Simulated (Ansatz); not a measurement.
# C2H8OSi: one species, many methods

An exercise on one series of results from a longer session: the logs are not shown, and one member is left open.

Computed with Ansatz 0.2.0, Gaussian basis. Level: functionals in def2-TZVPP, the program's frozen cores in correlated methods.

Levels to be run: LDA (SPW92), PBE-D4, revPBE-D4, BLYP-D4, r2SCAN-D4, B97M-V, PBE0-D4, B3LYP-D4, r2SCANh-D4, r2SCAN0-D4, HSE06-D4, BHLYP-D4, CAM-B3LYP-D4, LC-ωPBE, ωB97X-V, ωB97M-V, B2PLYP, PBE-QIDH; CCSD(T)/def2-SVP; CCSD(T)/def2-TZVPP; MP2/def2-QZVPP; extrapolation to the limit; RPA on PBE.

## The relaxed structure

An earlier PBE0-D4 in a triple-zeta def2 set relaxation fixed the geometry.

SMILES `CCO[SiH3]`, 12 atoms, charge 0, spin multiplicity 1.

Atoms are counted from 1 here; the program's logs count them from 0.

Bond lengths: C1–C2 1.508 Å, C1–H5 1.092 Å, C1–H6 1.093 Å, C1–H7 1.092 Å, C2–O3 1.416 Å, C2–H8 1.099 Å, C2–H9 1.099 Å, O3–Si4 1.642 Å, Si4–H10 1.491 Å, Si4–H11 1.491 Å, Si4–H12 1.481 Å. Angles: C2–C1–H5 110.5°, C2–C1–H6 110.4°, C2–C1–H7 110.5°, H5–C1–H6 108.5°, H5–C1–H7 108.3°, H6–C1–H7 108.5°, C1–C2–O3 109.3°, C1–C2–H8 110.3°, C1–C2–H9 110.3°, O3–C2–H8 109.8°, O3–C2–H9 109.8°, H8–C2–H9 107.3°, C2–O3–Si4 122.3°, O3–Si4–H10 111.0°, O3–Si4–H11 111.0°, O3–Si4–H12 106.6°, H10–Si4–H11 107.8°, H10–Si4–H12 110.2° and more.

As a file:

```xyz
12

C     0.1315    1.7657    0.7490
C    -0.4077    0.5550    0.0304
O     0.5559   -0.4814    0.0701
Si    0.2971   -1.9484   -0.6199
H     1.0503    2.1146    0.2738
H    -0.6000    2.5771    0.7285
H     0.3537    1.5248    1.7903
H    -0.6428    0.8054   -1.0130
H    -1.3394    0.2157    0.5033
H     0.0562   -1.8135   -2.0847
H    -0.8930   -2.6166   -0.0209
H     1.5151   -2.7537   -0.3731
```

The first run:

The input, in.yaml:

```yaml
crystal:
  periodic: [false, false, false]
  atoms:
    - {symbol: C, position_ang: [0.131538, 1.765746, 0.749030]}
    - {symbol: C, position_ang: [-0.407678, 0.554967, 0.030435]}
    - {symbol: O, position_ang: [0.555925, -0.481401, 0.070074]}
    - {symbol: Si, position_ang: [0.297075, -1.948449, -0.619923]}
    - {symbol: H, position_ang: [1.050345, 2.114632, 0.273831]}
    - {symbol: H, position_ang: [-0.600016, 2.577067, 0.728544]}
    - {symbol: H, position_ang: [0.353741, 1.524811, 1.790336]}
    - {symbol: H, position_ang: [-0.642809, 0.805411, -1.013002]}
    - {symbol: H, position_ang: [-1.339384, 0.215703, 0.503286]}
    - {symbol: H, position_ang: [0.056202, -1.813453, -2.084654]}
    - {symbol: H, position_ang: [-0.893034, -2.616628, -0.020872]}
    - {symbol: H, position_ang: [1.515095, -2.753706, -0.373083]}
basis:
  gaussian: {orbitals: def2-TZVPP}
hamiltonian: {xc: lda}
output: {orbitals: {seedname: orbitals}}
```

The run is started by

```
$ ansatz run in.yaml --threads 4 --pin off --events-out ev --progress --plain --max-ram 10444MiB
```

Among the steps run: LDA; PBE-D4 (GGA); revPBE-D4 (GGA); BLYP-D4 (GGA); r2SCAN-D4 (meta-GGA); B97M-V (meta-GGA); B3LYP-D4 (hybrid); r2SCANh-D4 (hybrid); r2SCAN0-D4 (hybrid); HSE06-D4 (hybrid); BHLYP-D4 (hybrid); CAM-B3LYP-D4 (range-separated); LC-ωPBE (range-separated); ωB97X-V (range-separated); ωB97M-V (range-separated); B2PLYP (double hybrid); PBE-QIDH (double hybrid).

One table of the session follows, with a row left open; its other results are not shown here.

```
  functional  HOMO (eV)  LUMO (eV)  gap (eV)
 LDA (SPW92)      -6.68      -0.78      5.90
      PBE-D4      -6.59      -0.51      6.08
   revPBE-D4      -6.55      -0.39      6.16
     BLYP-D4      -6.52      -0.38      6.13
   r2SCAN-D4      -6.91      -0.05      6.87
      B97M-V          ?          ?         ?
     PBE0-D4      -8.10       0.36      8.46
    B3LYP-D4      -7.88       0.13      8.02
  r2SCANh-D4      -7.48       0.24      7.72
  r2SCAN0-D4      -8.33       0.65      8.98
    HSE06-D4      -7.69      -0.01      7.68
    BHLYP-D4      -9.57       1.19     10.76
CAM-B3LYP-D4      -9.55       1.31     10.86
     LC-ωPBE     -10.87       2.51     13.38
     ωB97X-V     -10.56       2.35     12.91
     ωB97M-V     -10.47       2.00     12.47
```

Q: Estimate the row for B97M-V from the others.

The run gave: HOMO (eV): -7.10; LUMO (eV): -0.36; gap (eV): 6.74. In the column «HOMO (eV)» it lies between r2SCANh-D4 (-7.48) and r2SCAN-D4 (-6.91).
